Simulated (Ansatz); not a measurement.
# BrClHInO: how energies converge with the basis set

The task here is to estimate one member of a computed series from the others.

Computed with Ansatz 0.2.0, Gaussian basis. Level: one geometry, several basis sets.

Plan: PBE0-D4/def2-SVP; ωB97M-V/def2-SVP; PBE0-D4/def2-QZVPP; ωB97M-V/def2-QZVPP; the functionals' def2-TZVPP values are taken from earlier runs.

**Structure used throughout**

The geometry comes from an earlier relaxation with PBE0-D4 in a triple-zeta def2 set; it is a stationary point. In takes the def2 core potential; no spin-orbit term is included.

5 atoms, charge 0, spin multiplicity 1.

Atoms are counted from 1 here; the program's logs count them from 0.

Bond lengths: O1–In2 1.962 Å, O1–H5 0.962 Å, In2–Cl3 2.310 Å, In2–Br4 2.427 Å. Angles: In2–O1–H5 111.6°, O1–In2–Cl3 118.2°, O1–In2–Br4 120.5°, Cl3–In2–Br4 121.3°.

Set-up of the first run:

Input file in.yaml:

```yaml
crystal:
  periodic: [false, false, false]
  atoms:
    - {symbol: O, position_ang: [-0.257230, 1.542438, 0.012652]}
    - {symbol: In, position_ang: [-0.101845, -0.408908, -0.122792]}
    - {symbol: Cl, position_ang: [1.719664, -1.431624, 0.864118]}
    - {symbol: Br, position_ang: [-1.787812, -1.698986, -1.298806]}
    - {symbol: H, position_ang: [0.477123, 1.923380, 0.503429]}
basis:
  gaussian: {orbitals: def2-SVP}
hamiltonian: {xc: pbe0, dispersion: d4}
output: {orbitals: {seedname: orbitals}}
```

Among the steps run: PBE0-D4 in def2-SVP; ωB97M-V in def2-SVP; PBE0-D4 in def2-QZVPP; ωB97M-V in def2-QZVPP.

One of the session's tables, all rows but one given; the rest of the session is left out.

It belongs to the step «Density functionals: the series». 

```
functional       basis  HOMO (eV)  LUMO (eV)
   PBE0-D4    def2-SVP      -8.69      -2.44
   PBE0-D4  def2-TZVPP      -8.81      -2.59
   PBE0-D4  def2-QZVPP      -8.83      -2.63
   ωB97M-V    def2-SVP     -10.87      -0.41
   ωB97M-V  def2-TZVPP          ?          ?
   ωB97M-V  def2-QZVPP     -11.06      -0.79
```

Estimate the missing values for ωB97M-V, def2-TZVPP.

The run gave: HOMO (eV): -11.03; LUMO (eV): -0.66. In the column «HOMO (eV)» it lies between ωB97M-V, def2-QZVPP (-11.06) and ωB97M-V, def2-SVP (-10.87).
